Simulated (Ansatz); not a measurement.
# BrClF3HTi: the cost of one run

Method: RKS BLYP/def2-SVP, in Ansatz 0.2.0.

### Step 1. The starting structure

Bond lengths: Ti1–Cl2 2.720 Å, Ti1–F3 1.830 Å, Ti1–F4 1.829 Å, Ti1–F5 1.829 Å, Ti1–Br6 2.850 Å, Br6–H7 1.786 Å. Angles: Cl2–Ti1–F3 109.4°, Cl2–Ti1–F4 109.5°, Cl2–Ti1–F5 109.5°, Cl2–Ti1–Br6 71.6°, F3–Ti1–F4 109.5°, F3–Ti1–F5 109.5°, F3–Ti1–Br6 178.9°, F4–Ti1–F5 109.5°, F4–Ti1–Br6 70.0°, F5–Ti1–Br6 70.0°, Ti1–Br6–H7 66.9°.

Coordinates:

```xyz
7

Ti    0.0000    0.0000    0.0000
Cl    0.0000    0.0000    2.7200
F     1.7257    0.0000   -0.6094
F    -0.8619    1.4933   -0.6094
F    -0.8619   -1.4933   -0.6094
Br   -2.7046    0.0000    0.8987
H    -1.5220    0.0000    2.2375
```

### Step 2. Pulling towards end A

Springs on the bonds that form and break draw the guess towards this end; the thresholds are loose.

The input, input.yaml:

```yaml
crystal:
  periodic: [false, false, false]
  atoms:
    - { symbol: Ti, position_ang: [0.0, 0.0, 0.0] }
    - { symbol: Cl, position_ang: [0.0, 0.0, 2.72] }
    - { symbol: F, position_ang: [1.7257, 0.0, -0.6094] }
    - { symbol: F, position_ang: [-0.8619, 1.4933, -0.6094] }
    - { symbol: F, position_ang: [-0.8619, -1.4933, -0.6094] }
    - { symbol: Br, position_ang: [-2.7046, 0.0, 0.8987] }
    - { symbol: H, position_ang: [-1.522, 0.0, 2.2375] }
basis:
  gaussian: { orbitals: def2-SVP }
hamiltonian:
  xc: blyp
relax:
  f_tol: 0.15
  max_steps: 25
  restrain:
    - { distance: [0, 5], at: 3.75, k: 30.0 }
    - { distance: [6, 1], at: 2.57, k: 30.0 }
    - { distance: [0, 1], at: 2.37, k: 30.0 }
    - { distance: [6, 5], at: 1.55, k: 30.0 }
```

The run is started by

```bash
ansatz run input.yaml --threads 4 --pin off --max-ram 5120MiB --backend cpu --events-out ev --progress --plain --runs-dir out
```

What time and memory should one allow on 4 threads of Intel Xeon 6975P-C (Granite Rapids), shared host?

About 12 s, with a peak of 0.32 GiB.
